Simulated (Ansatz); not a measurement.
**Ag: strong compression**

An exercise on one series of results from a longer session: the logs are not shown, and one member is left open.

Computed with Ansatz 0.2.0 (DFT, LDA, PAW with Ansatz's default frozen-core files, scalar-relativistic, unless a step's input says otherwise).

1 further run of the same task is left out (it didn't finish).

### The system as given

Symmetry: Fm-3m, No. 225, cubic system. Conventional cell: a = 4.086 Å, b = 4.086 Å, c = 4.086 Å, α = 90.00°, β = 90.00°, γ = 90.00°. Around Ag (site symmetry m-3m) lie 12 Ag at 2.89 Å.

Coordinates:

```
CELL_PARAMETERS angstrom
0.00000 2.04283 2.04283
2.04283 0.00000 2.04283
2.04283 2.04283 0.00000
ATOMIC_POSITIONS crystal
Ag 0.00000 0.00000 0.00000
```

Whether this phase is the stable one at these pressures isn't tested.

Set-up of the first run:

input.yaml

```yaml
crystal:
  lattice:
    - [0.0, 2.0428264039, 2.0428264039]
    - [2.0428264039, 0.0, 2.0428264039]
    - [2.0428264039, 2.0428264039, 0.0]
  atoms:
    - { symbol: Ag, position: [0.0, 0.0, 0.0] }
kpoints:
  mp_grid: { grid: [18, 18, 18] }
scf:
  occupations: { method: fermi_dirac, width: 0.08 }
hamiltonian:
  xc: lda
  pseudopotentials: { kind: paw }
output:
  forces: true
  stress: true
relax:
  f_tol: 0.005
  max_steps: 40
  cell: {}
```

Run with:

```
$ ansatz run input.yaml --threads 1 --pin off --max-ram 2048MiB --backend cpu --events-out ev --progress --plain --runs-dir out
```

Steps of the session up to this table: Cell relaxed at zero pressure, PAW; Volume scaled by 1, PAW; Volume scaled by 0.94, PAW; Volume scaled by 0.88, PAW; Volume scaled by 0.8, PAW; Volume scaled by 0.72, PAW; Volume scaled by 0.64, PAW; Volume scaled by 0.55, PAW; Volume scaled by 0.45, PAW; Volume scaled by 0.45, PAW (cutoff 250 eV).

One table of the session follows, with a row left open; its other results are not shown here.

```
             method  volume over the first  volume (Å³/atom)  pressure (GPa)
                PAW                      1            16.023           -0.02
                PAW                   0.94            15.062           10.21
                PAW                   0.88            14.100           25.34
                PAW                    0.8            12.818           57.50
                PAW                   0.72            11.537          112.82
                PAW                   0.64            10.255          210.27
                PAW                   0.55                 ?               ?
                PAW                   0.45             7.210          934.79
PAW (cutoff 250 eV)                   0.45             7.210          961.18
```

Estimate the missing values for PAW, 0.55.

As computed: volume (Å³/atom): 8.813; pressure (GPa): 419.58. In the column «volume (Å³/atom)» it lies between PAW (cutoff 250 eV), 0.45 (7.210) and PAW, 0.64 (10.255).

Caveats from the session: Warnings in the runs' records: cutoff below recommended.
